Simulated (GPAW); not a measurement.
# WS (Pm-3m) in GPAW: settings compared, part 2 of 2

GPAW 26.7.0. The steps go on from the part before.

## Step 4: Band structure, PBE+U

run.py reads:

```python
from ase.dft.bandgap import bandgap
from ase.io import read, write
from ase.units import GPa
from gpaw import GPAW, PW

atoms = read('POSCAR')

calc = GPAW(mode=PW(600),
            xc='PBE',
            kpts={'size': (9, 9, 9), 'gamma': True},
            occupations={'name': 'fermi-dirac', 'width': 0.05},
            setups={'W': ':d,2.0'},
            nbands=20,
            convergence={'density': 1e-05, 'energy': 1e-05},
            maxiter=150,
            txt='gpaw.txt')
atoms.calc = calc
energy = atoms.get_potential_energy()
forces = atoms.get_forces()
stress = atoms.get_stress()
calc.write('gs.gpw')
write('result.traj', atoms)
print(f'Energy: {energy:.6f} eV')
print('Forces (eV/A):')
print(forces.round(4))
print('Stress (GPa):', (stress / GPa).round(3))
print('Fermi level:', round(calc.get_fermi_level(), 4), 'eV')
print(f'Gap: {bandgap(calc)[0]:.4f} eV, direct: {bandgap(calc, direct=True)[0]:.4f} eV')

path = atoms.cell.bandpath('GXMGRX,MR', npoints=60, eps=1e-4)
bs_calc = calc.fixed_density(kpts=path, symmetry='off', nbands=30,
                             convergence={'bands': 'CBM+6.0', 'eigenstates': 1e-6}, txt='bands.txt')
bs = bs_calc.band_structure()
bs.write('bs.json')
print(f'Gap on the path: {bandgap(bs_calc)[0]:.4f} eV')
```

POSCAR reads:

```
WS
1.0
    3.0078900000      0.0000000000      0.0000000000
    0.0000000000      3.0078900000      0.0000000000
    0.0000000000      0.0000000000      3.0078900000
W S
1 1
Direct
    0.5000000000      0.5000000000      0.5000000000
    0.0000000000      0.0000000000      0.0000000000
```

Potentials or basis: GPAW PAW data sets (gpaw-data 1.2.1), pw.

Run with:

```sh
$ OMP_NUM_THREADS=1 python run.py
```

gpaw.txt:

```text
__  _  _
 | _ |_)|_||  |
 |__||  | ||/\| - 26.7.0

Input parameters:
  mode=PW(ecut=600.0),
  convergence={'density': 1e-05, 'energy': 1e-05},
  kpts=MonkhorstPack(size=(9, 9, 9), gamma=True),
  maxiter=150,
  nbands=20,
  occupations=Occupations(name='fermi-dirac', width=0.05),
  setups={'W': ':d,2.0'},
  xc=XC(name='PBE')

Diagonalizing LCAO Hamiltonian
Converting LCAO to pw mode
   .------.
  /|      |
 * |      |
 | | W    |
 | .------.
 |/      /
 S------*

Atoms  # Å, Bohr magnetons
|   | symbol |        x |        y |        z |    initial magnetic moments |
|---|--------|----------|----------|----------|-----------------------------|
| 0 |      W | 1.503945 | 1.503945 | 1.503945 | ( 0.0000,  0.0000,  0.0000) |
| 1 |      S | 0.000000 | 0.000000 | 0.000000 | ( 0.0000,  0.0000,  0.0000) |

Unit cell  # Å
| periodic |        x |        y |        z |  lengths |    angles |
|----------|----------|----------|----------|----------|-----------|
|      yes | 3.007890 | 0.000000 | 0.000000 | 3.007890 | 90.000000 |
|      yes | 0.000000 | 3.007890 | 0.000000 | 3.007890 | 90.000000 |
|      yes | 0.000000 | 0.000000 | 3.007890 | 3.007890 | 90.000000 |

Number of symmetries: 48
Symmetry operations  # r_c * U_cc + t_c -> r_c
|    | kind |            matrix            |
|----|------|------------------------------|
|  0 |  E   |  1, 0, 0,  0, 1, 0,  0, 0, 1 |
|  1 |  σ   |  1, 0, 0,  0, 1, 0,  0, 0,-1 |
|  2 |  σ   |  1, 0, 0,  0, 0, 1,  0, 1, 0 |
|  3 |  C4  |  1, 0, 0,  0, 0, 1,  0,-1, 0 |
|  4 |  C4  |  1, 0, 0,  0, 0,-1,  0, 1, 0 |
|  5 |  σ   |  1, 0, 0,  0, 0,-1,  0,-1, 0 |
|  6 |  σ   |  1, 0, 0,  0,-1, 0,  0, 0, 1 |
|  7 |  C2  |  1, 0, 0,  0,-1, 0,  0, 0,-1 |
|  8 |  σ   |  0, 1, 0,  1, 0, 0,  0, 0, 1 |
|  9 |  C2  |  0, 1, 0,  1, 0, 0,  0, 0,-1 |
| 10 |  C3  |  0, 1, 0,  0, 0, 1,  1, 0, 0 |
| 11 |  S6  |  0, 1, 0,  0, 0, 1, -1, 0, 0 |
| 12 |  S6  |  0, 1, 0,  0, 0,-1,  1, 0, 0 |
| 13 |  C3  |  0, 1, 0,  0, 0,-1, -1, 0, 0 |
| 14 |  C4  |  0, 1, 0, -1, 0, 0,  0, 0, 1 |
| 15 |  S4  |  0, 1, 0, -1, 0, 0,  0, 0,-1 |
| 16 |  C3  |  0, 0, 1,  1, 0, 0,  0, 1, 0 |
| 17 |  S6  |  0, 0, 1,  1, 0, 0,  0,-1, 0 |
| 18 |  σ   |  0, 0, 1,  0, 1, 0,  1, 0, 0 |
| 19 |  C4  |  0, 0, 1,  0, 1, 0, -1, 0, 0 |
| 20 |  C2  |  0, 0, 1,  0,-1, 0,  1, 0, 0 |
| 21 |  S4  |  0, 0, 1,  0,-1, 0, -1, 0, 0 |
| 22 |  S6  |  0, 0, 1, -1, 0, 0,  0, 1, 0 |
| 23 |  C3  |  0, 0, 1, -1, 0, 0,  0,-1, 0 |
| 24 |  S6  |  0, 0,-1,  1, 0, 0,  0, 1, 0 |
| 25 |  C3  |  0, 0,-1,  1, 0, 0,  0,-1, 0 |
| 26 |  C4  |  0, 0,-1,  0, 1, 0,  1, 0, 0 |
| 27 |  σ   |  0, 0,-1,  0, 1, 0, -1, 0, 0 |
| 28 |  S4  |  0, 0,-1,  0,-1, 0,  1, 0, 0 |
| 29 |  C2  |  0, 0,-1,  0,-1, 0, -1, 0, 0 |
| 30 |  C3  |  0, 0,-1, -1, 0, 0,  0, 1, 0 |
| 31 |  S6  |  0, 0,-1, -1, 0, 0,  0,-1, 0 |
| 32 |  C4  |  0,-1, 0,  1, 0, 0,  0, 0, 1 |
| 33 |  S4  |  0,-1, 0,  1, 0, 0,  0, 0,-1 |
| 34 |  S6  |  0,-1, 0,  0, 0, 1,  1, 0, 0 |
| 35 |  C3  |  0,-1, 0,  0, 0, 1, -1, 0, 0 |
| 36 |  C3  |  0,-1, 0,  0, 0,-1,  1, 0, 0 |
| 37 |  S6  |  0,-1, 0,  0, 0,-1, -1, 0, 0 |
| 38 |  σ   |  0,-1, 0, -1, 0, 0,  0, 0, 1 |
| 39 |  C2  |  0,-1, 0, -1, 0, 0,  0, 0,-1 |
| 40 |  σ   | -1, 0, 0,  0, 1, 0,  0, 0, 1 |
| 41 |  C2  | -1, 0, 0,  0, 1, 0,  0, 0,-1 |
| 42 |  C2  | -1, 0, 0,  0, 0, 1,  0, 1, 0 |
| 43 |  S4  | -1, 0, 0,  0, 0, 1,  0,-1, 0 |
| 44 |  S4  | -1, 0, 0,  0, 0,-1,  0, 1, 0 |
| 45 |  C2  | -1, 0, 0,  0, 0,-1,  0,-1, 0 |
| 46 |  C2  | -1, 0, 0,  0,-1, 0,  0, 0, 1 |
| 47 |  i   | -1, 0, 0,  0,-1, 0,  0, 0,-1 |

BZ-sampling:
  Number of BZ points: 729
  Number of IBZ points: 35

  Monkhorst-Pack size: [9, 9, 9]
  Monkhorst-Pack shift: [0, 0, 0]

K-points  # in reciprocal-cell coordinates
|     |                                coordinates |     weight |
|-----|--------------------------------------------|------------|
|   0 | (  0.00000000,   0.00000000,   0.00000000) | 0.00137174 |
|   1 | (  0.11111111,   0.00000000,   0.00000000) | 0.00823045 |
|   2 | (  0.11111111,   0.11111111,   0.00000000) | 0.01646091 |
|   3 | (  0.11111111,   0.11111111,   0.11111111) | 0.01097394 |
|   4 | (  0.22222222,   0.00000000,   0.00000000) | 0.00823045 |
|   5 | (  0.22222222,   0.11111111,   0.00000000) | 0.03292181 |
|   6 | (  0.22222222,   0.11111111,   0.11111111) | 0.03292181 |
|   7 | (  0.22222222,   0.22222222,   0.00000000) | 0.01646091 |
|   8 | (  0.22222222,   0.22222222,   0.11111111) | 0.03292181 |
|   9 | (  0.22222222,   0.22222222,   0.22222222) | 0.01097394 |
| ... |                                            |            |
|  34 | (  0.44444444,   0.44444444,   0.44444444) | 0.01097394 |

Plane wave coefficients: 931
Cutoff: 600.0 eV

Spin-components: 1 (collinear spins)
Bands:           20
Projectors:      11
Spin-degeneracy: 2
Datatype:        complex128

Parallelization:
  kpt:    1
  domain: 1
  band:   1

Density:
  Valence electrons: 20.0
  Components: 1
  Grid points: [18 18 18]
  Charge: 0.0  # |e|

Potential:
  Grid points: [18 18 18]

species:
  W:
    name:    Tungsten
    Z:       74.0
    valence: 14
    core:    60
    charge:  0.0  # [|e|]
    Hubbard: {U: 2.0,  # eV
              l: 2,
              scale: True}
    compensation charges:
      type: gauss
      rc: 0.40  # [Å]
      lmax: 2
    cutoffs:
      filter: 2.36  # [Å]
      core: 3.02  # [Å]
    projectors
    | kind |    occ | energy [eV] | rcut [Å] |
    |------|--------|-------------|----------|
    |   5s |  2.000 |     -78.830 |    1.344 |
    |   6s |  2.000 |      -5.697 |    1.344 |
    |   5p |  6.000 |     -43.233 |    1.355 |
    |   6p |  0.000 |      -1.367 |    1.355 |
    |   5d |  4.000 |      -4.494 |    1.228 |
    |    d |        |      22.717 |    1.228 |

    Using partial waves for W as LCAO basis

  S:
    name:    Sulfur
    Z:       16.0
    valence: 6
    core:    10
    charge:  0.0  # [|e|]
    compensation charges:
      type: gauss
      rc: 0.24  # [Å]
      lmax: 2
    cutoffs:
      filter: 1.77  # [Å]
      core: 1.66  # [Å]
    projectors
    | kind |    occ | energy [eV] | rcut [Å] |
    |------|--------|-------------|----------|
    |   3s |  2.000 |     -17.254 |    0.974 |
    |   3p |  4.000 |      -7.008 |    0.979 |
    |    s |        |       9.957 |    0.974 |
    |    p |        |      20.203 |    0.979 |
    |    d |        |       0.000 |    0.900 |

    Using partial waves for S as LCAO basis

Reference energy: -449629.291553  # eV

eigensolver:
  PPCG
  Converge bands: occupied
  niter=2

density mixing:
  MSR1-Mixer
  Pratt-step length: 0.05
  Maximum mixing coefficient: 0.75
  Old densities: 10
  SVD Regularization: 0.005
  Good broyden scale: 1.0
  Trust region scale: 1.0
  Backstep threshold: 4.0
  History deletion threshold: 6.0
  Fourier metric: weight=20.0, sigma=0.015

occupation numbers:
  Fermi-Dirac:
    width: 0.0500  # eV

poisson solver:
  ecut: 4800.0  # eV

xc functional:
  name: PBE with 2 nearest neighbor stencil

convergence criteria:
- Maximum integral of absolute [dens]ity change: 1e-05 electrons / valence electron
- Maximum [total energy] change in last 3 cyles: 1e-05 eV / valence electron
- Maximum integral of absolute [eigenst]ate change: 4e-08 eV^2 / valence electron
maximum number of iterations: 150

SCF iterations
|iter     | |      energy | eigst |  dens |
|---------|-|-------------|-------|-------|
|iter:   1| |  -12.801731 | +0.37 |       |
|iter:   2| |  -12.812686 | -1.80 | -1.37 |
|iter:   3| |  -12.800774 | -2.24 | -1.41 |
|iter:   4| |  -12.810415 | -3.47 | -1.88 |
|iter:   5| |  -12.812908 | -3.75 | -2.21 |
|iter:   6| |  -12.813384 | -4.85 | -2.68 |
|iter:   7| |  -12.813397 | -6.69 | -3.56 |
|iter:   8| |  -12.813400c| -7.13 | -3.93 |
|iter:   9| |  -12.813400c| -8.32c| -4.97 |
|iter:  10| |  -12.813400c| -8.84c| -5.41c|

Converged in 10 steps
Energy contributions relative to reference atoms: (reference = -449629.291553)

Energy contributions:
  Kinetic:           5.773130
  Coulomb:          -3.983149
  Zero:              0.058451
  External:          0.000000
  Xc:              -14.655232
  Entropy:          -0.013200
  Spinorbit:         0.000000
  ----------------------------
  Free energy:     -12.820000
  Extrapolated:    -12.813400

dipole moment: (-9.625859, -9.625859, -9.625859)  # |e|*Ang

Fermi level: 14.992
Eigenvalues  # (at kpt = [0.000, 0.000, 0.000])
| band index |      eig [eV] | occ [0-2] |
|------------|---------------|-----------|
|          0 |       -59.456 |     2.000 |
|        ... |               |           |
|          2 |       -23.799 |     2.000 |
|          3 |       -23.799 |     2.000 |
|          4 |        -2.670 |     2.000 |
|          5 |        10.276 |     2.000 |
|          6 |        10.276 |     2.000 |
|          7 |        12.068 |     2.000 |
[... 8 lines left out ...]
|         16 |        31.352 |     0.000 |
|         17 |        31.352 |     0.000 |
|        ... |               |           |
|         19 |        32.528 |     0.000 |

No gap
No difference between direct/indirect transitions

Forces  # eV/Ang
|        x |        y |        z |
|----------|----------|----------|
| -0.00000 | -0.00000 | -0.00000 |  # W    0
| -0.00000 | -0.00000 | -0.00000 |  # S    1

Stress tensor  # eV/Ang^3
|         x |         y |         z |
|-----------|-----------|-----------|
| -0.008652 | -0.000000 |  0.000000 |
| -0.000000 | -0.008652 |  0.000000 |
|  0.000000 |  0.000000 | -0.008652 |

# Writing to gs.gpw (mode='')
```

It took 12 s on 1 thread of AMD EPYC 9R45 (Zen 5), shared host; peak memory 0.2 GiB.

Results:

* Free energy: -12.8200 eV
* Pressure: 1.4 GPa
* Band gap along the path: none (metal or under the smearing width)

Levels at the corners of the path, in eV from the Fermi level:
```csv
point,band 6,band 7,band 8,band 9,band 10,band 11,band 12,band 13,band 14,band 15
Γ,-4.72,-4.72,-2.92,-2.92,-2.92,1.25,1.25,1.25,2.29,9.32
X,-10.45,-4.66,-4.66,-3.42,1.94,2.59,4.20,4.69,4.69,5.65
M,-7.18,-7.18,-4.62,-1.59,-1.13,-1.13,0.59,3.40,4.96,10.79
Γ,-4.72,-4.72,-2.92,-2.92,-2.92,1.25,1.25,1.25,2.29,9.32
R,-8.85,-8.85,-8.85,2.35,2.35,2.35,3.58,3.58,5.74,5.74
X,-10.45,-4.66,-4.66,-3.42,1.94,2.59,4.20,4.69,4.69,5.65
M,-7.18,-7.18,-4.62,-1.59,-1.13,-1.13,0.59,3.40,4.96,10.79
R,-8.85,-8.85,-8.85,2.35,2.35,2.35,3.58,3.58,5.74,5.74
```

Caveat: spin-orbit coupling is left out, which moves the levels of the heavy elements; U without spin polarisation on a metal has little footing.

## Step 5: Band structure, PBE+U

Edit run.py of step 4 so:

```diff
@@ -11,3 +11,3 @@
             occupations={'name': 'fermi-dirac', 'width': 0.05},
-            setups={'W': ':d,2.0'},
+            setups={'W': ':d,3.0'},
             nbands=20,
```

POSCAR is that of step 4.

Run with:

```sh
$ OMP_NUM_THREADS=1 python run.py
```

Wall time 12 s (1 thread of AMD EPYC 9R45 (Zen 5), shared host); peak memory 0.2 GiB.

Results (log left out):

```
Free energy             : -11.6091 eV
Pressure                : 2.2 GPa
Band gap along the path : none (metal or under the smearing width)
```

Levels at the corners of the path, in eV from the Fermi level:
```csv
point,band 6,band 7,band 8,band 9,band 10,band 11,band 12,band 13,band 14,band 15
Γ,-4.85,-4.85,-2.98,-2.98,-2.98,1.30,1.30,1.30,2.21,9.23
X,-10.53,-4.68,-4.68,-3.57,1.99,2.43,4.13,4.70,4.70,5.58
M,-7.25,-7.25,-4.74,-1.65,-1.11,-1.11,0.60,3.22,4.83,10.70
Γ,-4.85,-4.85,-2.98,-2.98,-2.98,1.30,1.30,1.30,2.21,9.23
R,-8.88,-8.88,-8.88,2.26,2.26,2.26,3.40,3.40,5.76,5.76
X,-10.53,-4.68,-4.68,-3.57,1.99,2.43,4.13,4.70,4.70,5.58
M,-7.25,-7.25,-4.74,-1.65,-1.11,-1.11,0.60,3.22,4.83,10.70
R,-8.88,-8.88,-8.88,2.26,2.26,2.26,3.40,3.40,5.76,5.76
```

Caveat: spin-orbit coupling is left out, which moves the levels of the heavy elements; U without spin polarisation on a metal has little footing.

## Step 6: Band structure, PBE+U

Edit run.py of step 5 so:

```diff
@@ -11,3 +11,3 @@
             occupations={'name': 'fermi-dirac', 'width': 0.05},
-            setups={'W': ':d,3.0'},
+            setups={'W': ':d,4.0'},
             nbands=20,
```

POSCAR is that of step 5.

Potentials or basis: GPAW PAW data sets (gpaw-data 1.2.1), pw.

Run with:

```sh
$ OMP_NUM_THREADS=1 python run.py
```

It took 13 s on 1 thread of AMD EPYC 9R45 (Zen 5), shared host; peak memory 0.2 GiB.

The run converged. Its results:

```
Free energy             : -10.4082 eV
Pressure                : 3.4 GPa
Band gap along the path : none (metal or under the smearing width)
```

Levels at the corners of the path, in eV from the Fermi level:
| point | band 8 | band 9 | band 10 | band 11 | band 12 | band 13 |
| --- | --- | --- | --- | --- | --- | --- |
| Γ | -3.06 | -3.06 | -3.06 | 1.38 | 1.38 | 1.38 |
| X | -4.70 | -3.79 | 2.09 | 2.19 | 4.04 | 4.74 |
| M | -4.90 | -1.72 | -1.06 | -1.06 | 0.64 | 2.94 |
| Γ | -3.06 | -3.06 | -3.06 | 1.38 | 1.38 | 1.38 |
| R | -8.92 | 2.16 | 2.16 | 2.16 | 3.12 | 3.12 |
| X | -4.70 | -3.79 | 2.09 | 2.19 | 4.04 | 4.74 |
| M | -4.90 | -1.72 | -1.06 | -1.06 | 0.64 | 2.94 |
| R | -8.92 | 2.16 | 2.16 | 2.16 | 3.12 | 3.12 |

Caveat: spin-orbit coupling is left out, which moves the levels of the heavy elements; U without spin polarisation on a metal has little footing.

## Step 7: Band structure, PBE+U

Edit run.py of step 6 so:

```diff
@@ -11,3 +11,3 @@
             occupations={'name': 'fermi-dirac', 'width': 0.05},
-            setups={'W': ':d,4.0'},
+            setups={'W': ':d,5.0'},
             nbands=20,
```

POSCAR is that of step 6.

Potentials or basis: GPAW PAW data sets (gpaw-data 1.2.1), pw.

Run with:

```sh
$ OMP_NUM_THREADS=1 python run.py
```

gpaw.txt:

```text
__  _  _
 | _ |_)|_||  |
 |__||  | ||/\| - 26.7.0

Input parameters:
  mode=PW(ecut=600.0),
  convergence={'density': 1e-05, 'energy': 1e-05},
  kpts=MonkhorstPack(size=(9, 9, 9), gamma=True),
  maxiter=150,
  nbands=20,
  occupations=Occupations(name='fermi-dirac', width=0.05),
  setups={'W': ':d,5.0'},
  xc=XC(name='PBE')

Diagonalizing LCAO Hamiltonian
Converting LCAO to pw mode
   .------.
  /|      |
 * |      |
 | | W    |
 | .------.
 |/      /
 S------*

Atoms  # Å, Bohr magnetons
|   | symbol |        x |        y |        z |    initial magnetic moments |
|---|--------|----------|----------|----------|-----------------------------|
| 0 |      W | 1.503945 | 1.503945 | 1.503945 | ( 0.0000,  0.0000,  0.0000) |
| 1 |      S | 0.000000 | 0.000000 | 0.000000 | ( 0.0000,  0.0000,  0.0000) |

Unit cell  # Å
| periodic |        x |        y |        z |  lengths |    angles |
|----------|----------|----------|----------|----------|-----------|
|      yes | 3.007890 | 0.000000 | 0.000000 | 3.007890 | 90.000000 |
|      yes | 0.000000 | 3.007890 | 0.000000 | 3.007890 | 90.000000 |
[... 207 lines left out ...]

Energy contributions:
  Kinetic:           8.058789
  Coulomb:          -5.734025
  Zero:              0.048799
  External:          0.000000
  Xc:              -11.606473
  Entropy:          -0.009719
  Spinorbit:         0.000000
  ----------------------------
  Free energy:      -9.242630
  Extrapolated:     -9.237770

dipole moment: (-9.620288, -9.620288, -9.620288)  # |e|*Ang

Fermi level: 15.342
Eigenvalues  # (at kpt = [0.000, 0.000, 0.000])
| band index |      eig [eV] | occ [0-2] |
|------------|---------------|-----------|
|          0 |       -59.596 |     2.000 |
|        ... |               |           |
|          2 |       -23.928 |     2.000 |
|          3 |       -23.928 |     2.000 |
|          4 |        -2.590 |     2.000 |
|          5 |         9.864 |     2.000 |
|          6 |         9.864 |     2.000 |
|          7 |        12.158 |     2.000 |
[... 8 lines left out ...]
|         16 |        31.541 |     0.000 |
|         17 |        31.541 |     0.000 |
|        ... |               |           |
|         19 |        32.531 |     0.000 |

No gap
No difference between direct/indirect transitions

Forces  # eV/Ang
|        x |        y |        z |
|----------|----------|----------|
| -0.00000 | -0.00000 | -0.00000 |  # W    0
|  0.00000 |  0.00000 |  0.00000 |  # S    1

Stress tensor  # eV/Ang^3
|         x |         y |         z |
|-----------|-----------|-----------|
| -0.040998 |  0.000000 |  0.000000 |
|  0.000000 | -0.040998 |  0.000000 |
|  0.000000 |  0.000000 | -0.040998 |

# Writing to gs.gpw (mode='')
```

stdout:

```text
Energy: -9.237770 eV
Forces (eV/A):
[[-0. -0. -0.]
 [ 0.  0.  0.]]
Stress (GPa): [-6.569 -6.569 -6.569  0.     0.     0.   ]
Fermi level: 15.3419 eV
Gap: 0.0000 eV, direct: 0.0000 eV
Gap on the path: 0.0000 eV
```

bands.txt:

```text
Diagonalizing LCAO Hamiltonian
Converting LCAO to pw mode
convergence criteria:
- Maximum integral of absolute [eigenst]ate change: 1e-06 eV^2 / valence electron
maximum number of iterations: 150

SCF iterations
|iter     | |      energy | eigst |  dens |
[... 65 lines left out ...]
         [0.5       , 0.5       , 0.        ],
         [0.5       , 0.5       , 0.0625    ],
         [0.5       , 0.5       , 0.125     ],
         [0.5       , 0.5       , 0.1875    ],
         [0.5       , 0.5       , 0.25      ],
         [0.5       , 0.5       , 0.3125    ],
         [0.5       , 0.5       , 0.375     ],
         [0.5       , 0.5       , 0.4375    ],
         [0.5       , 0.5       , 0.5       ]])),
  maxiter=150,
  nbands=30,
  occupations=Occupations(name='fermi-dirac', width=0.05),
  setups={'W': ':d,5.0'},
  symmetry=Symmetry(point_group=False, time_reversal=False),
  xc=XC(name='PBE')
```

Wall time 14 s (1 thread of AMD EPYC 9R45 (Zen 5), shared host); peak memory 0.2 GiB.

Results:

| Quantity | Value |
| --- | --- |
| Free energy | -9.2426 eV |
| Pressure | 6.6 GPa |
| Band gap along the path | none (metal or under the smearing width) |

Levels at the corners of the path, in eV from the Fermi level:
```tsv
point	band 6	band 7	band 8	band 9	band 10	band 11	band 12	band 13	band 14	band 15
Γ	-5.48	-5.48	-3.18	-3.18	-3.18	1.57	1.57	1.57	1.98	8.84
X	-10.81	-4.71	-4.71	-4.28	1.65	2.31	3.89	4.85	4.85	5.34
M	-7.47	-7.47	-5.25	-1.83	-0.93	-0.93	0.74	2.32	4.24	10.45
Γ	-5.48	-5.48	-3.18	-3.18	-3.18	1.57	1.57	1.57	1.98	8.84
R	-8.97	-8.97	-8.97	2.01	2.01	2.01	2.49	2.49	5.97	5.97
X	-10.81	-4.71	-4.71	-4.28	1.65	2.31	3.89	4.85	4.85	5.34
M	-7.47	-7.47	-5.25	-1.83	-0.93	-0.93	0.74	2.32	4.24	10.45
R	-8.97	-8.97	-8.97	2.01	2.01	2.01	2.49	2.49	5.97	5.97
```

Caveat: spin-orbit coupling is left out, which moves the levels of the heavy elements; U without spin polarisation on a metal has little footing.

## Step 8: Overview

```tsv
level	U	pressure (GPa)
PBE	-	0.1
PBE+U	W d U = 1 eV	0.7
PBE+U	W d U = 2 eV	1.4
PBE+U	W d U = 3 eV	2.2
PBE+U	W d U = 4 eV	3.4
PBE+U	W d U = 5 eV	6.6
```

Alike in all rows: task band structure; potentials or basis GPAW PAW data sets (gpaw-data 1.2.1), pw; no spin polarisation; cell as given; k mesh 9 × 9 × 9; cutoff (eV) 600; smearing fermi-dirac 0.05 eV.

The pressure there spans 0.1 GPa (PBE) to 6.6 GPa (PBE+U); a positive pressure means that this level wants a larger cell, a negative one a smaller.

Caveats: spin-orbit coupling is left out, which moves the levels of the heavy elements; U without spin polarisation on a metal has little footing (some runs).

Total energies depend on the potentials used, so only differences within one code and one set of settings carry meaning.
